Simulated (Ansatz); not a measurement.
# Hg3AsP: the cost of one run

Computed with Ansatz 0.2.0 (DFT PBE, scalar-relativistic, plane waves, PAW, unless a step's input says otherwise).

### Step 1. The starting structure

The structure is cubic, space group Pm-3m (No. 221). The conventional cell has a = 6.040 Å, b = 6.040 Å, c = 6.040 Å, α = 90.00°, β = 90.00°, γ = 90.00°. Around P (site symmetry m-3m) lie 12 Hg at 4.27 Å. As (site symmetry m-3m) is surrounded by 6 Hg at 3.02 Å. Hg (site symmetry 4/mmm) has 2 As at 3.02 Å and 4 P at 4.27 Å and 8 Hg at 4.27 Å as nearest neighbours.

Structure file:

```
CELL_PARAMETERS angstrom
6.04000 0.00000 0.00000
0.00000 6.04000 0.00000
0.00000 0.00000 6.04000
ATOMIC_POSITIONS crystal
P 0.00000 0.00000 0.00000
As 0.50000 0.50000 0.50000
Hg 0.50000 0.50000 0.00000
Hg 0.50000 0.00000 0.50000
Hg 0.00000 0.50000 0.50000
```

The cell was made up by rule, so the compound may not exist in this form.

This is a trial structure, the antiperovskite prototype, and another one may lie lower.

### Step 2. Seeking zero pressure, try 1

input.yaml reads:

```yaml
crystal:
  lattice:
    - [6.04, 0.0, 0.0]
    - [0.0, 6.04, 0.0]
    - [0.0, 0.0, 6.04]
  atoms:
    - { symbol: P, position: [0.0, 0.0, 0.0] }
    - { symbol: As, position: [0.5, 0.5, 0.5] }
    - { symbol: Hg, position: [0.5, 0.5, 0.0] }
    - { symbol: Hg, position: [0.5, 0.0, 0.5] }
    - { symbol: Hg, position: [0.0, 0.5, 0.5] }
basis:
  ecutwfc: 420
kpoints:
  mp_grid: { grid: [4, 4, 4] }
hamiltonian:
  xc: pbe
scf:
  occupations: { method: gaussian, width: 0.05 }
output:
  forces: true
  stress: true
  eigenvalues: true
```

Started as:

```
> ansatz run input.yaml --threads 1 --pin off --max-ram 1228MiB --backend cpu --events-out ev --progress --plain --runs-dir out
```

**Question.** How long does this run take on 1 thread of Arm Neoverse N1, shared host, and how much memory does it need?

About 14 s, with a peak of 0.47 GiB.
